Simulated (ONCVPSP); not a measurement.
# Ge: the cost of one run

Method: ONCVPSP 4.0.1.1 (patched build), PBE, scalar-relativistic.

**1. The atom and the settings**

The settings as typed:

| Quantity | Value |
| --- | --- |
| element | germanium (Ge, Z = 32) |
| type | optimised norm-conserving Vanderbilt (ONCV) |
| frozen core | [Ar] |
| valence charge | 14 |
| reference configuration | 3d10 4s2 4p2 |
| partial waves | 4s: rc 1.85 bohr, ncon 3, nbas 6, qcut 3 1/bohr, 2 projectors, debl 3.1 Ha; 4p: rc 2.05 bohr, ncon 4, nbas 8, qcut 3.4 1/bohr, 2 projectors, debl 0.5 Ha; 3d: rc 1.15 bohr, ncon 4, nbas 8, qcut 14 1/bohr, 2 projectors, debl 2 Ha |
| local potential | polynomial inside 0.95 bohr (lpopt 5, dvloc0 3 Ha) |
| core correction | Teter function, fcfact 3.5, rcfact 1 |

The nodes and maxima of the atom's own shells, from an earlier all-electron run, set the scale for the radii.

All-electron outer shells of the reference configuration (PBE, scalar-relativistic, ld1.x):

```tsv
shell	level (eV)	outermost node (bohr)	outermost maximum (bohr)
3s	-168.49	0.26	0.54
3p	-115.62	0.23	0.54
3d	-29.31	–	0.50
4s	-11.73	0.77	1.75
4p	-3.90	0.82	2.22
```

**2. The generation run**

Ge.dat

```
# ATOM AND REFERENCE CONFIGURATION
# atsym  z   nc   nv     iexc    psfile
  Ge 32.00    5    3        4      upf
#
#   n    l    f
    1    0    2.00
    2    0    2.00
    2    1    6.00
    3    0    2.00
    3    1    6.00
    3    2   10.00
    4    0    2.00
    4    1    2.00
#
# PSEUDOPOTENTIAL AND OPTIMIZATION
# lmax
    2
#
#   l,   rc,      ep,       ncon, nbas, qcut
    0    1.85    0.00    3    6    3.00
    1    2.05    0.00    4    8    3.40
    2    1.15    0.00    4    8   14.00
#
# LOCAL POTENTIAL
# lloc, lpopt,  rc(5),   dvloc0
    4    5    0.95    3.00
#
# VANDERBILT-KLEINMAN-BYLANDER PROJECTORs
# l, nproj, debl
    0    2    3.10
    1    2    0.50
    2    2    2.00
#
# MODEL CORE CHARGE
# icmod, fcfact, rcfact
    3    3.50    1.00
#
# LOG DERIVATIVE ANALYSIS
# epsh1, epsh2, depsh
   -3.00    5.00    0.02
#
# OUTPUT GRID
# rlmax, drl
    6.00    0.01
#
# TEST CONFIGURATIONS
# ncnf
    4
# nvcnf
#   n    l    f
    3
    3    2   10.00
    4    0    2.00
    4    1    1.00
#
    3
    3    2   10.00
    4    0    2.00
    4    1    0.00
#
    3
    3    2   10.00
    4    0    1.00
    4    1    0.00
#
    3
    3    2   10.00
    4    0    0.00
    4    1    4.00
#
```

On the command line:

```console
$ oncvpsp.x < Ge.dat > Ge.out
```

**Question.** How long does this run take on 1 thread of Neoverse-N1, shared host?

About 5.1 s.
